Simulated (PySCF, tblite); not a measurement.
# C16H12BN: electronic excitations, NMR shifts

Wanted: electronic excitations, NMR shifts for C16H12BN (`C1=CC2=CB3C=c4ccccc4=CC3=CN2C=C1`).

Programs: tblite 0.8.0 and PySCF 2.14.0, with routines of our own; each step states its level. All values are computed. Atoms count from 0.

## (1) The system as given

30 atoms, charge 0, multiplicity 1; geometry from: force field, distance geometry or constructed start.

## (2) Relaxing the molecule with GFN2-xTB

What the job is given:

```
{"job": {"kind": "relax", "xc": "GFN2-xTB", "basis": "xTB"}, "charge": 0, "multiplicity": 1}
C      4.954800    -0.492700    -0.364700
C      3.854500    -1.113200    -0.817100
C      2.527800    -0.610000    -0.441200
C      1.418800    -1.224900    -0.892800
B      0.031800    -0.659800    -0.470200
C     -1.361700    -1.226700    -0.881300
C     -2.487500    -0.621400    -0.446100
C     -3.726200    -1.159800    -0.826500
C     -4.921200    -0.580100    -0.405800
C     -4.906300     0.552000     0.409200
C     -3.690800     1.109900     0.804300
C     -2.468700     0.542900     0.396800
C     -1.313400     1.124300     0.815500
C      0.013500     0.590800     0.422500
C      1.167500     1.141600     0.814800
N      2.436200     0.572000     0.412000
C      3.655500     1.198200     0.853400
C      4.846000     0.701200     0.495400
H      5.928600    -0.862600    -0.631100
H      3.964400    -1.990700    -1.437300
H      1.475100    -2.103600    -1.516500
H     -1.394000    -2.104400    -1.511300
H     -3.777500    -2.037500    -1.453700
H     -5.874900    -1.009300    -0.711900
H     -5.834100     1.002800     0.732100
H     -3.714800     1.990400     1.441700
H     -1.338800     2.006700     1.443100
H      1.155600     2.017300     1.448700
H      3.615700     2.075800     1.482500
H      5.753200     1.188100     0.845300
```

Launch:

```console
$ OMP_NUM_THREADS=1 python large_run.py task.json out
```

One launch serves the whole session: the jobs run in the order shown.

Standard output:

```text
step      E/eV     max force
  0   -1209.83985    3.314
  1   -1210.35203    1.324
  2   -1210.45906    0.928
  3   -1210.55702    0.785
  4   -1210.63989    0.646
  5   -1210.66785    0.354
  6   -1210.68612    0.349
  7   -1210.69909    0.333
  8   -1210.71150    0.258
  9   -1210.71752    0.193
 10   -1210.72061    0.115
 11   -1210.72298    0.129
 12   -1210.72565    0.119
 13   -1210.72786    0.118
 14   -1210.72982    0.100
 15   -1210.73221    0.115
 16   -1210.73544    0.124
 17   -1210.73870    0.142
 18   -1210.74089    0.104
 19   -1210.74225    0.102
 20   -1210.74359    0.105
 21   -1210.74511    0.112
 22   -1210.74644    0.074
 23   -1210.74733    0.063
 24   -1210.74805    0.069
 25   -1210.74896    0.067
 26   -1210.75004    0.071
 27   -1210.75090    0.055
 28   -1210.75134    0.032
 29   -1210.75153    0.030
 30   -1210.75164    0.021
 31   -1210.75172    0.016
```

Wall time 0.46 s (1 thread of Arm Neoverse V2, shared host); peak memory 0.18 GiB.

Step by step:

| step | energy from step 0 (eV) | largest force (eV/Å) |
| --- | --- | --- |
| 0 | 0.0000 | 3.3144 |
| 1 | -0.5122 | 1.3238 |
| 2 | -0.6192 | 0.9275 |
| 3 | -0.7172 | 0.7848 |
| 4 | -0.8000 | 0.6458 |
| 5 | -0.8280 | 0.3538 |
| 6 | -0.8463 | 0.3493 |
| 7 | -0.8592 | 0.3330 |
| 8 | -0.8716 | 0.2586 |
| 9 | -0.8777 | 0.1924 |
| 11 | -0.8831 | 0.1292 |
| 13 | -0.8880 | 0.1174 |
| 14 | -0.8900 | 0.1001 |
| 16 | -0.8956 | 0.1236 |
| 18 | -0.9010 | 0.1031 |
| 20 | -0.9037 | 0.1045 |
| 21 | -0.9053 | 0.1121 |
| 23 | -0.9075 | 0.0629 |
| 25 | -0.9091 | 0.0666 |
| 27 | -0.9110 | 0.0544 |
| 28 | -0.9115 | 0.0327 |
| 29 | -0.9117 | 0.0297 |
| 30 | -0.9118 | 0.0205 |
| 31 | -0.9119 | 0.0162 |

Close pairs (by a distance rule), those that changed most:

| bond | before (Å) | after (Å) | change (Å) |
| --- | --- | --- | --- |
| C14–N15 | 1.448 | 1.351 | -0.097 |
| C12–C13 | 1.483 | 1.406 | -0.077 |
| N15–C16 | 1.440 | 1.374 | -0.067 |
| C0–C17 | 1.475 | 1.417 | -0.058 |
| C2–N15 | 1.461 | 1.402 | -0.058 |
| C3–B4 | 1.556 | 1.505 | -0.051 |
| B4–C5 | 1.560 | 1.515 | -0.045 |
| C13–C14 | 1.338 | 1.378 | +0.041 |

The end geometry stands in the next job.

## (3) Vibrational analysis with GFN2-xTB

What the job is given:

```
{"job": {"kind": "ir", "xc": "GFN2-xTB", "basis": "xTB"}, "charge": 0, "multiplicity": 1}
C      4.951769    -0.410999    -0.305821
C      3.834958    -1.035476    -0.753142
C      2.519138    -0.588035    -0.429367
C      1.392498    -1.234157    -0.891764
B      0.015731    -0.741892    -0.534639
C     -1.344984    -1.283264    -0.920755
C     -2.487801    -0.655656    -0.466440
C     -3.786545    -1.143377    -0.814078
C     -4.922480    -0.545053    -0.380701
C     -4.851548     0.604369     0.445408
C     -3.646214     1.110680     0.806584
C     -2.421277     0.519920     0.378592
C     -1.213623     1.069130     0.771024
C      0.010560     0.509084     0.365429
C      1.216213     1.052774     0.753814
N      2.414223     0.546648     0.387827
C      3.558283     1.164726     0.830107
C      4.799958     0.732458     0.517265
H      5.938668    -0.763525    -0.560891
H      3.901920    -1.909980    -1.382250
H      1.582810    -2.098853    -1.514533
H     -1.492383    -2.155807    -1.547783
H     -3.836963    -2.020726    -1.444619
H     -5.892998    -0.933074    -0.657128
H     -5.768576     1.067920     0.781190
H     -3.587603     1.988034     1.437126
H     -1.226195     1.949814     1.404739
H      1.266202     1.932841     1.387083
H      3.401633     2.032353     1.454937
H      5.663813     1.256259     0.892692
```

Standard output:

```text
mode    cm-1     km/mol
  1      46.7      0.52
  2      70.0      0.13
  3     127.5      0.31
  4     150.0      0.13
  5     157.3      0.23
  6     231.2      0.02
  7     262.8      0.22
  8     292.2      0.16
  9     300.7      0.29
 10     315.5      0.01
 11     367.9      0.04
 12     424.7      0.28
 13     430.7      0.11
 14     435.7      7.56
 15     463.0      0.96
 16     466.1      0.68
 17     513.1      0.09
 18     535.8      1.45
 19     564.9      1.79
 20     576.4      0.96
 21     590.7      0.28
 22     611.5     10.72
 23     679.3      2.90
 24     712.9      0.53
 25     713.9      1.30
 26     722.3      6.16
 27     724.0      0.62
 28     761.1     24.23
 29     778.4      0.00
 30     802.5      0.11
 31     838.3      0.34
 32     854.5      9.66
 33     855.7     13.12
 34     856.0      0.28
 35     861.3      0.03
 36     862.6     25.76
 37     871.3      2.32
 38     891.9      0.91
 39     892.6      0.14
 40     913.0      0.08
 41     915.7      0.78
 42     923.6      0.07
 43    1066.8      0.80
 44    1076.7      0.15
 45    1115.5      2.32
 46    1128.2      0.93
 47    1156.1      3.06
 48    1160.9     14.80
 49    1164.6      0.40
 50    1180.5      0.02
 51    1187.3      3.34
 52    1192.9      0.60
 53    1221.1      5.74
 54    1260.6      3.56
 55    1279.6     11.14
 56    1289.4      1.00
 57    1310.6      9.67
 58    1331.5     15.76
 59    1341.9      0.35
 60    1371.3     44.96
 61    1376.4      4.41
 62    1394.6     20.83
 63    1424.2      5.45
 64    1433.9      6.97
 65    1436.0     25.95
 66    1469.3      5.08
 67    1513.1     10.32
 68    1530.2      2.93
 69    1536.6     11.55
 70    1547.3      5.84
 71    1623.5      1.21
 72    1627.4      0.65
 73    3008.5      3.82
 74    3012.7     66.21
 75    3025.9     51.00
 76    3052.7     47.03
 77    3054.4     29.75
 78    3058.4      2.86
 79    3068.8    117.00
 80    3078.9     33.76
 81    3079.0    149.21
 82    3091.7      5.52
 83    3102.9     39.92
 84    3114.6     39.01
```

It took 2.4 s on 1 thread of Arm Neoverse V2, shared host; peak memory 0.18 GiB.

The strongest bands and the atoms that carry them (share of the mass-weighted mode):

| cm⁻¹ | km/mol | atoms |
| --- | --- | --- |
| 1371 | 45.0 | N15 11 %, B4 10 % |
| 3013 | 66.2 | H26 58 %, H27 34 % |
| 3026 | 51.0 | H21 91 % |
| 3053 | 47.0 | H20 91 % |
| 3069 | 117.0 | H24 32 %, H22 29 %, H23 21 % |
| 3079 | 149.2 | H24 38 %, H23 31 % |
| 3103 | 39.9 | H18 42 %, H19 40 %, H29 10 % |
| 3115 | 39.0 | H29 77 %, H18 10 % |

## (4) Electronic excitations: TDA wB97X-D/def2-SVP

Settings changed since step 3:

```diff
@@ -1,2 +1,2 @@
-{"job": {"kind": "ir", "xc": "GFN2-xTB", "basis": "xTB"}, "charge": 0, "multiplicity": 1}
+{"job": {"kind": "uv", "basis": "def2-SVP", "grid": 1, "kgrid": 0, "vcut": 1.5, "nstates": 6, "ntriplets": 2, "tda": true, "delta": [], "pop": true, "xc": "wB97X-D"}, "charge": 0, "multiplicity": 1}
 C      4.951769    -0.410999    -0.305821
```

Level: TDA wB97X-D/def2-SVP, vertical, gas phase, core orbitals frozen in the response, virtual orbitals cut by energy.

Standard output:

```text
start: PBE on a coarse grid of 25563 points
cycle   1  E = -694.7378052823  dE =  2.971e+00  |g| = 9.231e-01  |ddm| = 7.603e+00
cycle   2  E = -690.5541181918  dE =  4.184e+00  |g| = 3.167e+00  |ddm| = 5.336e+00
cycle   3  E = -694.7274976280  dE = -4.173e+00  |g| = 9.019e-01  |ddm| = 4.870e+00
cycle   4  E = -694.9877279591  dE = -2.602e-01  |g| = 2.659e-01  |ddm| = 1.460e+00
cycle   5  E = -694.9772362765  dE =  1.049e-02  |g| = 3.268e-01  |ddm| = 7.108e-01
cycle   6  E = -695.0074256486  dE = -3.019e-02  |g| = 8.521e-02  |ddm| = 4.596e-01
cycle   7  E = -695.0095586594  dE = -2.133e-03  |g| = 2.850e-02  |ddm| = 1.468e-01
cycle   8  E = -695.0098257896  dE = -2.671e-04  |g| = 1.070e-02  |ddm| = 5.274e-02
cycle   9  E = -695.0098537436  dE = -2.795e-05  |g| = 4.530e-03  |ddm| = 1.791e-02
final grid: 112886 points
cycle  10  E = -695.7705531963  dE = -1.178e-02  |g| = 4.025e-02  |ddm| = 1.160e+00
cycle  11  E = -695.7714401335  dE = -8.869e-04  |g| = 2.288e-02  |ddm| = 1.689e-01
cycle  12  E = -695.7716601244  dE = -2.200e-04  |g| = 1.021e-02  |ddm| = 4.570e-02
cycle  13  E = -695.7717458743  dE = -8.575e-05  |g| = 4.709e-03  |ddm| = 2.912e-02
cycle  14  E = -695.7717693923  dE = -2.352e-05  |g| = 2.085e-03  |ddm| = 1.361e-02
cycle  15  E = -695.7717781836  dE = -8.791e-06  |g| = 1.100e-03  |ddm| = 1.004e-02
cycle  16  E = -695.7717795870  dE = -1.403e-06  |g| = 4.129e-04  |ddm| = 4.115e-03
cycle  17  E = -695.7717817479  dE = -2.161e-06  |g| = 1.460e-04  |ddm| = 1.322e-03
cycle  18  E = -695.7717820678  dE = -3.198e-07  |g| = 1.069e-04  |ddm| = 5.265e-04
cycle  19  E = -695.7717831464  dE = -1.079e-06  |g| = 3.435e-05  |ddm| = 3.333e-04
converged SCF energy = -695.7717831464

Static polarisability (au): isotropic 225.983, principal 78.456 193.950 405.544

Singlet excitations
state   eV       nm        f      main configurations
  1   2.9521    420.0   0.11855   H->L 0.91
  2   3.5243    351.8   0.03658   H-1->L 0.58, H->L+1 0.33
  3   4.5039    275.3   0.68258   H-1->L+1 0.28, H-1->L 0.23, H->L+1 0.21
  4   4.5755    271.0   0.21843   H-2->L 0.39, H->L+2 0.26, H->L+1 0.09
  5   4.7201    262.7   0.00006   H-4->L 0.93
  6   4.7433    261.4   0.53004   H-1->L+1 0.41, H->L+1 0.28, H-1->L 0.12

Triplet excitations (Tamm-Dancoff, eV): 1.4191 2.4521
```

Wall time 39 s (1 thread of Arm Neoverse V2, shared host); peak memory 0.57 GiB.

The orbitals next to the gap, with their largest atomic shares:

| orbital | eV | atoms |
| --- | --- | --- |
| HOMO−4 | -9.87 | B4 22 %, C13 22 %, C5 12 % |
| HOMO−3 | -9.68 | C6 22 %, C10 20 %, C5 19 % |
| HOMO−2 | -8.76 | C8 16 %, C14 15 %, C13 13 % |
| HOMO−1 | -7.73 | C3 24 %, B4 14 %, C1 10 % |
| HOMO | -6.70 | C5 20 %, C12 18 %, C7 9 % |
| LUMO | -0.70 | C14 15 %, C5 13 %, C12 11 % |
| LUMO+1 | 0.43 | C0 20 %, C1 15 %, C16 14 % |
| LUMO+2 | 1.48 | C17 18 %, C2 18 %, C16 13 % |
| LUMO+3 | 2.28 | C7 17 %, C14 14 %, C10 14 % |

With each of the 6 states as a Gaussian band of 0.4 eV half-width at 1/e, the curve within the window shown has maxima at 416 nm (ε 5,000), 270 nm (ε 54,000) L/(mol cm). Beyond the last state computed it falls off for lack of states. The curve at chosen wavelengths:

nm, ε (L/mol/cm) and a bar:
```
      246      18967 ##########
      257      40863 #######################
      268      53531 ##############################
      280      46135 ##########################
      291      29157 ################
      302      14504 ########
      313       6226 ###
      325       2701 #
      336       1937 #
      347       2030 #
      358       2414 #
      370       3003 #
      381       3645 ##
      392       4283 ##
      403       4775 ##
      415       5007 ###
      426       4893 ##
      437       4504 ##
      448       3930 ##
      460       3209 ##
      471       2553 #
      482       1962 #
      493       1463 #
      505       1032 
      516        732 
      527        511
```

Ground-state properties from the same run:

| property | computed |
| --- | --- |
| dipole moment (D) | 4.57 |
| polarisability (Å³) | 33.49 |
| HOMO–LUMO gap (eV) | 5.99 |
| −ε(HOMO) (eV) | 6.70 |

## (5) NMR shifts: GIAO KT3/pcSseg-1

Settings changed since step 4:

```diff
@@ -1,2 +1,2 @@
-{"job": {"kind": "uv", "basis": "def2-SVP", "grid": 1, "kgrid": 0, "vcut": 1.5, "nstates": 6, "ntriplets": 2, "tda": true, "delta": [], "pop": true, "xc": "wB97X-D"}, "charge": 0, "multiplicity": 1}
+{"job": {"kind": "nmr", "xc": "KT3", "basis": "pcSseg-1", "pop": false}, "charge": 0, "multiplicity": 1}
 C      4.951769    -0.410999    -0.305821
```

Level: GIAO KT3/pcSseg-1 NMR shielding, non-relativistic, gas phase.

Standard output:

```text
start: PBE on a coarse grid of 25563 points
cycle   1  E = -695.1429465541  dE =  3.120e+00  |g| = 9.663e-01  |ddm| = 6.089e+00
cycle   2  E = -690.9735402696  dE =  4.169e+00  |g| = 3.206e+00  |ddm| = 4.765e+00
cycle   3  E = -695.1115622899  dE = -4.138e+00  |g| = 9.647e-01  |ddm| = 4.463e+00
cycle   4  E = -695.4072989190  dE = -2.957e-01  |g| = 2.582e-01  |ddm| = 1.360e+00
cycle   5  E = -695.3910078434  dE =  1.629e-02  |g| = 3.490e-01  |ddm| = 6.408e-01
cycle   6  E = -695.4249470362  dE = -3.394e-02  |g| = 8.716e-02  |ddm| = 4.315e-01
cycle   7  E = -695.4270545452  dE = -2.108e-03  |g| = 3.145e-02  |ddm| = 1.357e-01
cycle   8  E = -695.4273769595  dE = -3.224e-04  |g| = 1.090e-02  |ddm| = 5.024e-02
cycle   9  E = -695.4274060563  dE = -2.910e-05  |g| = 4.622e-03  |ddm| = 1.542e-02
final grid: 240150 points
cycle  10  E = -708.0106889534  dE = -4.116e-02  |g| = 5.525e-02  |ddm| = 9.685e-01
cycle  11  E = -708.0067165158  dE =  3.972e-03  |g| = 1.326e-01  |ddm| = 1.789e-01
cycle  12  E = -708.0111152911  dE = -4.399e-03  |g| = 3.058e-02  |ddm| = 1.578e-01
cycle  13  E = -708.0113653475  dE = -2.501e-04  |g| = 1.422e-02  |ddm| = 5.324e-02
cycle  14  E = -708.0114188406  dE = -5.349e-05  |g| = 6.826e-03  |ddm| = 2.455e-02
cycle  15  E = -708.0114333830  dE = -1.454e-05  |g| = 1.105e-03  |ddm| = 9.289e-03
cycle  16  E = -708.0114343973  dE = -1.014e-06  |g| = 4.865e-04  |ddm| = 1.739e-03
cycle  17  E = -708.0114335082  dE =  8.891e-07  |g| = 1.637e-04  |ddm| = 6.306e-04
cycle  18  E = -708.0114346156  dE = -1.107e-06  |g| = 4.521e-05  |ddm| = 2.394e-04
converged SCF energy = -708.0114346156

GIAO shielding tensors (ppm)
atom      isotropic    diamagn.    paramagn.     s11        s22        s33       span
  0 C       71.172     248.234    -177.062    -21.643     63.220    171.939    193.582
  1 C       58.393     250.247    -191.854    -31.634     62.440    144.373    176.007
  2 C       53.300     253.532    -200.233    -35.684     44.447    151.135    186.819
  3 C       57.464     258.309    -200.845    -49.493     56.905    164.980    214.473
  4 B       85.221     194.324    -109.103     39.879     61.691    154.092    114.213
  5 C       49.609     260.912    -211.303    -53.875     38.772    163.930    217.805
  6 C       49.451     252.718    -203.268    -42.533     11.586    179.298    221.832
  7 C       57.050     242.338    -185.289    -30.934     57.999    144.084    175.018
  8 C       66.077     251.183    -185.105    -30.153     62.185    166.200    196.353
  9 C       65.615     251.688    -186.073    -30.711     60.577    166.980    197.691
 10 C       59.430     242.907    -183.477    -30.600     59.293    149.597    180.197
 11 C       55.864     253.582    -197.718    -22.639     10.382    179.850    202.490
 12 C       61.537     253.597    -192.060    -12.121     56.374    140.359    152.480
 13 C       58.253     262.356    -204.103    -37.148      5.938    205.970    243.118
 14 C       54.164     255.656    -201.493    -14.273     65.109    111.654    125.927
 15 N       60.983     336.900    -275.917    -32.031     -3.315    218.294    250.325
 16 C       59.596     243.218    -183.622    -15.920     73.586    121.122    137.042
 17 C       74.192     256.356    -182.164    -20.357     74.159    168.774    189.131
 18 H       24.752      27.252      -2.499     20.926     26.132     27.199      6.274
 19 H       23.853      31.324      -7.471     18.642     24.198     28.720     10.077
 20 H       23.130      34.814     -11.684     18.078     21.957     29.354     11.276
 21 H       23.023      34.688     -11.664     18.538     21.386     29.146     10.607
 22 H       23.842      31.480      -7.638     18.889     24.140     28.497      9.608
 23 H       24.485      27.423      -2.938     20.449     25.648     27.358      6.909
 24 H       24.480      27.946      -3.465     20.497     25.507     27.438      6.941
 25 H       23.902      32.524      -8.622     18.778     24.283     28.644      9.866
 26 H       23.321      36.821     -13.500     16.820     23.906     29.236     12.416
 27 H       22.463      37.320     -14.857     14.622     23.589     29.179     14.557
 28 H       23.476      30.240      -6.765     16.846     24.969     28.612     11.766
 29 H       24.795      27.637      -2.842     20.912     26.254     27.219      6.307
```

It took 28 s on 1 thread of Arm Neoverse V2, shared host; peak memory 0.61 GiB.

Shifts follow as δ = σ(reference) − σ, with reference shieldings (ppm) from runs at the same level and on the same kind of geometry: ¹H TMS 31.76, ¹³C TMS 184.7, ¹⁵N NH3 264.4, ¹¹B BF3·OEt2 100.0. The references are single molecules in the gas phase, so shifts against H2O, NH3, PH3, H3PO4 or CFCl3 are not on the usual liquid scales and can be off by tens of ppm.

| atoms | environment | σ (ppm) | δ (ppm) |
| --- | --- | --- | --- |
| C6 | substituted aromatic carbon | 49.5 | 135.3 |
| C5 | carbon bonded to C, B, H, in a 6-membered ring | 49.6 | 135.1 |
| C2 | alkene carbon bearing nitrogen | 53.3 | 131.4 |
| C14 | alkene carbon bearing nitrogen | 54.2 | 130.6 |
| C11 | substituted aromatic carbon | 55.9 | 128.9 |
| C7 | aromatic CH | 57.0 | 127.7 |
| C3 | β carbon of an enol-ether or enamine type C=C | 57.5 | 127.3 |
| C13 | β carbon of an enol-ether or enamine type C=C | 58.3 | 126.5 |
| C1 | alkene CH | 58.4 | 126.3 |
| C10 | aromatic CH | 59.4 | 125.3 |
| C16 | alkene carbon bearing nitrogen | 59.6 | 125.1 |
| C12 | carbon bonded to 2 C, H, in a 6-membered ring | 61.5 | 123.2 |
| C9 | aromatic CH | 65.6 | 119.1 |
| C8 | aromatic CH | 66.1 | 118.6 |
| C0 | alkene CH | 71.2 | 113.6 |
| C17 | β carbon of an enol-ether or enamine type C=C | 74.2 | 110.5 |
| H27 | hydrogen on an alkene carbon bearing nitrogen | 22.46 | 9.30 |
| H21 | hydrogen on a carbon bonded to C, B, in a 6-membered ring | 23.02 | 8.74 |
| H20 | hydrogen on a β carbon of an enol-ether or enamine type C=C | 23.13 | 8.63 |
| H26 | hydrogen on a carbon bonded to 2 C, in a 6-membered ring | 23.32 | 8.44 |
| H28 | hydrogen on an alkene carbon bearing nitrogen | 23.48 | 8.28 |
| H22 | hydrogen on an aromatic CH | 23.84 | 7.92 |
| H19 | hydrogen on an alkene CH | 23.85 | 7.91 |
| H25 | hydrogen on an aromatic CH | 23.90 | 7.86 |
| H24 | hydrogen on an aromatic CH | 24.48 | 7.28 |
| H23 | hydrogen on an aromatic CH | 24.48 | 7.28 |
| H18 | hydrogen on an alkene CH | 24.75 | 7.01 |
| H29 | hydrogen on a β carbon of an enol-ether or enamine type C=C | 24.79 | 6.97 |
| B4 | boron bonded to 3 C, in a 6-membered ring | 85.2 | 14.8 |
| N15 | enamine nitrogen | 61.0 | 203.4 |

Ring of atoms C0, C1, C2, N15, C16, C17: NICS(0) -5.2, NICS(1) -7.1, NICS(1)zz -16.1 ppm (means of both faces).

Ring of atoms C2, C3, B4, C13, C14, N15: NICS(0) -11.5, NICS(1) -12.7, NICS(1)zz -32.9 ppm (means of both faces).

Ring of atoms B4, C5, C6, C11, C12, C13: NICS(0) -8.8, NICS(1) -11.3, NICS(1)zz -28.9 ppm (means of both faces).

## (6) What came out

| quantity | value |
| --- | --- |
| strongest single infrared mode (GFN2-xTB) | 3079 cm⁻¹, 149 km/mol |
| zero-point energy (GFN2-xTB) | 144.2 kcal/mol |
| lowest singlet (wB97X-D/def2-SVP) | 2.95 eV (420 nm), f = 0.119 |
| brightest single state of those computed | state 3, 4.50 eV, f = 0.683 |
| lowest triplet | 1.42 eV |
| ¹³C shifts against TMS (KT3/pcSseg-1) | 135.3, 135.1, 131.4, 130.6, 128.9, 127.7, 127.3, 126.5, 126.3, 125.3, 125.1, 123.2, 119.1, 118.6 ppm and more |
| ¹H shifts against TMS (KT3/pcSseg-1) | 9.30, 8.74, 8.63, 8.44, 8.28, 7.92, 7.91, 7.86, 7.28, 7.28, 7.01, 6.97 ppm |
| ¹¹B shifts against BF3·OEt2 (KT3/pcSseg-1) | 14.8 ppm |
| ¹⁵N shifts against NH3 (KT3/pcSseg-1) | 203.4 ppm |

**Reading.** All 84 modes are real, so the xTB geometry is a minimum. GFN2-xTB is a fitted tight-binding method: band positions and strengths are rough. Its intensities can rank the bands wrongly. The first singlet state (HOMO→LUMO 0.91) lies at 2.95 eV and is bright; of the 6 states computed, the strongest absorption comes from state 3 at 4.50 eV (the last state computed is bright too, and its partners may lie past the list). State 1 absorbs in the visible (420 nm). The lowest triplet lies 1.53 eV below the lowest singlet. NICS(1)zz of -16 ppm above the planar ring from C0 marks a diatropic (aromatic) ring current. NICS(1)zz of -33 ppm above the planar ring from C2 marks a diatropic (aromatic) ring current. NICS(1)zz of -29 ppm above the planar ring from B4 marks a diatropic (aromatic) ring current.
